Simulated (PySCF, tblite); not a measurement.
# CH9NO3Si4: geometry, infrared bands, NMR shifts and electronic excitations

Aim: predict the infrared bands, NMR shifts and electronic excitations of CH9NO3Si4 (`N#C[SiH2]O[SiH](O[SiH3])O[SiH3]`).

Programs: tblite 0.8.0 and PySCF 2.14.0, with density-fitted response routines of our own. Each step states its level of theory. These are calculated values for one molecule in the gas phase, unless marked as measured. Atoms are numbered from 0 throughout.

### 1 The molecule as given

18 atoms, charge 0, multiplicity 1; geometry from: force field or distance geometry start.

Bonds of the start (Å): N0–C1 1.17, C1–Si2 1.88, Si2–O3 1.67, O3–Si4 1.64, Si4–O5 1.65, O5–Si6 1.66, Si4–O7 1.64, O7–Si8 1.65, Si2–H9 1.48, Si2–H10 1.48, Si4–H11 1.47, Si6–H12 1.49, Si6–H13 1.48, Si6–H14 1.48, Si8–H15 1.48, Si8–H16 1.48, Si8–H17 1.48.

### 2 Geometry optimisation with GFN2-xTB

The job: settings as JSON, then the geometry in Å.

```
{"job": {"kind": "relax", "xc": "GFN2-xTB", "basis": "xTB"}, "charge": 0, "multiplicity": 1}
N      4.269900     0.166800    -0.143300
C      3.436500    -0.634900     0.002600
Si     2.107900    -1.934300     0.288400
O      0.557100    -1.393100    -0.035200
Si    -0.294000     0.000000     0.162900
O      0.360000     1.170100    -0.799900
Si     0.304900     2.815100    -0.973800
O     -1.867200    -0.232800    -0.231400
Si    -3.193500    -1.016700     0.370300
H      2.342600    -3.134400    -0.548800
H      2.125100    -2.406000     1.692800
H     -0.202100     0.416300     1.572100
H      0.786800     3.457600     0.283300
H     -1.091400     3.236000    -1.216800
H      1.144200     3.234000    -2.114800
H     -4.349100    -0.828900    -0.538600
H     -2.907400    -2.456900     0.522100
H     -3.539100    -0.451600     1.696600
```

Started as:

```
$ OMP_NUM_THREADS=1 python probes_run.py task.json out
```

The driver reads the jobs from task.json and runs them one after another.

**Question.** This job is followed by: GFN2-xTB harmonic vibrations, gas phase; PBE0-D3(BJ)/def2-SVP geometry optimisation, gas phase; GIAO PBE0/pcSseg-1 NMR shielding, non-relativistic, gas phase; TDDFT CAM-B3LYP/def2-SVPD, vertical, gas phase, core orbitals frozen in the response; GIAO HF/pcSseg-1 NMR shielding, non-relativistic, gas phase. Predict these results of the whole session: strongest single infrared mode (GFN2-xTB); zero-point energy (GFN2-xTB); point group; rotational constants (main isotopes); 13C shifts against TMS (PBE0/pcSseg-1); 1H shifts against TMS (PBE0/pcSseg-1, means over atoms taken as alike); 15N shifts against NH3 (PBE0/pcSseg-1); 29Si shifts against TMS (PBE0/pcSseg-1, means over atoms taken as alike); 17O shifts against H2O (PBE0/pcSseg-1, means over atoms taken as alike); lowest singlet (CAM-B3LYP/def2-SVPD); brightest single state of those computed; lowest triplet; vertical ionisation energy (ΔSCF); vertical electron affinity (ΔSCF); range of the shift of O3.

As calculated:

| quantity | value |
| --- | --- |
| strongest single infrared mode (GFN2-xTB) | 1066 cm⁻¹, 702 km/mol |
| zero-point energy (GFN2-xTB) | 59.9 kcal/mol |
| point group | C1 |
| rotational constants (main isotopes) | 0.81, 0.77, 0.63 GHz |
| 13C shifts against TMS (PBE0/pcSseg-1) | 130.1 ppm |
| 1H shifts against TMS (PBE0/pcSseg-1, means over atoms taken as alike) | 5.23, 4.96, 4.37 ppm |
| 15N shifts against NH3 (PBE0/pcSseg-1) | 369.5 ppm |
| 29Si shifts against TMS (PBE0/pcSseg-1, means over atoms taken as alike) | -34.5, -59.1, -70.8 ppm |
| 17O shifts against H2O (PBE0/pcSseg-1, means over atoms taken as alike) | 67.2, 55.6 ppm |
| lowest singlet (CAM-B3LYP/def2-SVPD) | 6.83 eV (182 nm), f = 0.000 |
| brightest single state of those computed | state 7, 7.82 eV, f = 0.006 |
| lowest triplet | 5.76 eV |
| vertical ionisation energy (ΔSCF) | 10.95 eV |
| vertical electron affinity (ΔSCF) | -0.55 eV (unbound: the value hangs on the basis) |
| range of the shift of O3 | 42.0 to 67.2 ppm |

**Reading.** Over 227 steps the energy fell by 0.554 eV; of the close pairs, Si2–O3 changed most, 1.674 to 1.612 Å (GFN2-xTB). The lowest mode is imaginary (20i cm⁻¹), so the xTB geometry is not a minimum. The strongest single mode, at 1066 cm⁻¹, has its largest shares on O3, O7 and Si4 (the list is cut at 3 atoms). GFN2-xTB is a fitted tight-binding method: band positions and strengths are rough. Its intensities can rank the bands wrongly. Over 43 steps the energy fell by 0.500 eV; of the close pairs, Si2–O3 changed most, 1.590 to 1.645 Å (PBE0/def2-SVP). No frequency check was run at this level, so the end point may be a saddle. At PBE0/pcSseg-1: The widest tensor belongs to N0: span 583 ppm, with a paramagnetic part of -444 ppm. The lowest singlet, at 6.83 eV, is HOMO−4→LUMO 0.51, HOMO−7→LUMO 0.15 and is dark; of the 10 states computed, the strongest absorption comes from state 7 at 7.82 eV. The lowest triplet lies 1.07 eV below the lowest singlet (triplets in Tamm-Dancoff, singlets in full TDDFT). ΔSCF puts the ionisation energy at 10.95 eV, 0.68 eV above −ε(HOMO). In ppm, O3 moves most: its shift spreads over 25.2 ppm, from 42.0 (HF/pcSseg-1) to 67.2 (PBE0/pcSseg-1).
